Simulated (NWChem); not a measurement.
# One shape, several levels: TiF3 (SMILES [F][Ti]([F])[F])

Aim: a comparison of 5 runs (UHF/STO-3G, UHF/3-21G, UTPSS/6-31G, UB3LYP/6-31G*) of TiF3. 

The results are computed with NWChem 7.3.0.

**1. Starting point**

TiF3 has 4 atoms, charge 0, and is taken as a doublet. As SMILES, `[F][Ti]([F])[F]`. The shape comes from GFN2-xTB, which is rough for such elements, and wasn't checked as a minimum.

Bond lengths: Ti1–F2 1.693 Å, Ti1–F3 1.693 Å, Ti1–F4 1.693 Å. Angles: F2–Ti1–F3 120.0°, F2–Ti1–F4 120.0°, F3–Ti1–F4 120.0°.

**2. Energy and gradient at UHF/STO-3G (run 1)**

Input file m1.nw:

```
start m1
title "F3Ti hf"
memory total 2200 mb

geometry noautosym nocenter noautoz
  Ti    0.000040    0.000040   -0.000230
  F     1.692990   -0.024400    0.011610
  F    -0.825510    1.478230   -0.015120
  F    -0.867520   -1.453870    0.003740
end

basis spherical bse
  * library STO-3G
end

scf
  doublet
  uhf
  thresh 1e-08
  maxiter 80
end

task scf gradient
```

Command:

```
nwchem m1.nw > m1.out
```

Standard output:

```text
[...]
  functions       =    33
[...]
  wavefunction    = UHF
[...]
         Total SCF energy =  -1134.190762026025
      One electron energy =  -2022.823278834126
      Two electron energy =    659.133902839676
 Nuclear repulsion energy =    229.498613968425
                       Sz =      0.5000
                 Sz(Sz+1) =      0.7500
                      S^2 =      0.7590
[...]
                         UHF ENERGY GRADIENTS
    atom               coordinates                        gradient
                 x          y          z           x          y          z
   1 Ti      0.000076   0.000076  -0.000435   -0.000035  -0.000055   0.000012
   2 F       3.199287  -0.046109   0.021940   -0.005032   0.000067  -0.000038
   3 F      -1.559988   2.793450  -0.028573    0.002450  -0.004400   0.000041
   4 F      -1.639375  -2.747416   0.007068    0.002617   0.004388  -0.000015
[...]
```

Run time: 3.3 s. Hardware: 1 thread of Intel Xeon Platinum 8488C (Sapphire Rapids), shared host; peak memory 0.096 GiB.

**3. Energy and gradient at UHF/3-21G (run 2)**

Input file mol.nw:

```
start mol
memory total 2200 mb
charge 0

geometry units angstroms noautosym nocenter noautoz
Ti     0.000040     0.000040    -0.000230
F      1.692990    -0.024400     0.011610
F     -0.825510     1.478230    -0.015120
F     -0.867520    -1.453870     0.003740
end

basis spherical bse
* library 3-21G
end

scf
doublet
uhf
thresh 1e-08
maxiter 80
end

task scf gradient
```

Command:

```
nwchem mol.nw > mol.out
```

Standard output:

```text
[...]
  functions       =    54
[...]
  wavefunction    = UHF
[...]
         Total SCF energy =  -1141.200032261790
      One electron energy =  -2031.896158140986
      Two electron energy =    661.197511910771
 Nuclear repulsion energy =    229.498613968425
                       Sz =      0.5000
                 Sz(Sz+1) =      0.7500
                      S^2 =      0.7528
[...]
                         UHF ENERGY GRADIENTS
    atom               coordinates                        gradient
                 x          y          z           x          y          z
   1 Ti      0.000076   0.000076  -0.000435   -0.000041  -0.000061   0.000029
   2 F       3.199287  -0.046109   0.021940   -0.060187   0.000863  -0.000420
   3 F      -1.559988   2.793450  -0.028573    0.029346  -0.052559   0.000531
   4 F      -1.639375  -2.747416   0.007068    0.030882   0.051757  -0.000140
[...]
```

It took 4.5 s on 1 thread of Intel Xeon Platinum 8488C (Sapphire Rapids), shared host; peak memory 0.097 GiB.

Runs 3 to 4 aren't shown in full; the table further down has their settings and results.

**4. Energy and gradient at UB3LYP/6-31G(d) (Cartesian functions) (run 5)**

Input file f3ti.nw:

```
start f3ti
title "F3Ti"
memory total 2200 mb

geometry units angstrom noautosym nocenter noautoz
  Ti       0.000040       0.000040      -0.000230
  F        1.692990      -0.024400       0.011610
  F       -0.825510       1.478230      -0.015120
  F       -0.867520      -1.453870       0.003740
end

basis cartesian
  * library 6-31G*
end

dft
  xc b3lyp
  mult 2
  grid xfine
  convergence energy 1e-08
  maxiter 100
  mulliken
  print medium
end

task dft gradient
```

Command:

```
nwchem f3ti.nw > f3ti.out
```

Standard output:

```text
[...]
          Wavefunction type:  spin polarized.
          No. of atoms     :     4
          No. of electrons :    49
[...]
          Charge           :     0
          Spin multiplicity:     2
[...]
          AO basis - number of functions:    84
[...]
              XC Information
              --------------
                         B3LYP Method XC Potential
                     Hartree-Fock (Exact) Exchange  0.200
                        Slater Exchange Functional  0.800 local
                    Becke 1988 Exchange Functional  0.720 non-local
              Lee-Yang-Parr Correlation Functional  0.810
                  VWN I RPA Correlation Functional  0.190 local
[...]
 d= 0,ls=0.0,diis     1  -1148.5751590296 -1.38D+03  5.11D-02  1.07D+00     3.1
[...]
 d= 0,ls=0.0,diis    12  -1149.1374567774 -7.43D-09  2.95D-07  7.93D-10    32.2
[...]
         Total DFT energy =    -1149.137456777392
      One electron energy =    -2040.488443035750
           Coulomb energy =      735.528361773493
    Exchange-Corr. energy =      -73.675989483561
 Nuclear repulsion energy =      229.498613968425
[...]
      <S2> =      0.7516 (Exact =     0.7500)
[...]
  wavefunction    = open shell
                         DFT ENERGY GRADIENTS
    atom               coordinates                        gradient
                 x          y          z           x          y          z
   1 Ti      0.000076   0.000076  -0.000435   -0.000031  -0.000048   0.000028
   2 F       3.199287  -0.046109   0.021940   -0.055657   0.000797  -0.000389
   3 F      -1.559988   2.793450  -0.028573    0.027135  -0.048602   0.000490
   4 F      -1.639375  -2.747416   0.007068    0.028553   0.047853  -0.000130
[...]
```

Wall time 38 s (1 thread of Intel Xeon Platinum 8488C (Sapphire Rapids), shared host); peak memory 0.14 GiB.

**5. The series**

```csv
run,level,iteration cap,module,energy (Eh),dipole moment (D),HOMO energy (eV),LUMO energy (eV),wall time
1,UHF/STO-3G,80,scf,-1134.190762,0.00,-5.42,6.60,3.3 s
2,UHF/3-21G,80,scf,-1141.200032,0.00,-11.63,1.14,4.5 s
3,UTPSS/6-31G,100,dft,-1149.130724,0.00,-4.71,-2.90,2.1 min
4,UB3LYP/6-31G* (spherical functions),100,dft,-1149.126346,0.00,-5.77,-2.13,38 s
5,UB3LYP/6-31G* (Cartesian functions),100,dft,-1149.137457,0.00,-5.70,-2.10,38 s
```

**6. Summary of results**

| quantity | value |
| --- | --- |
| run 5: total energy | -1149.13746 Eh |
| run 5: dipole moment | 0.00 D |
| run 5: HOMO energy (highest over α and β) | -5.70 eV |
| run 5: LUMO energy (lowest over α and β) | -2.10 eV |
| run 5: ⟨S²⟩ | 0.752 |
| run 5: largest force on an atom | 2.865 eV/Å |

What this shows: Totals of different functionals can't be ranked against each other. In run 1 the basis is minimal, so the values are rough. All runs together took 3.5 min, the longest 2.1 min.
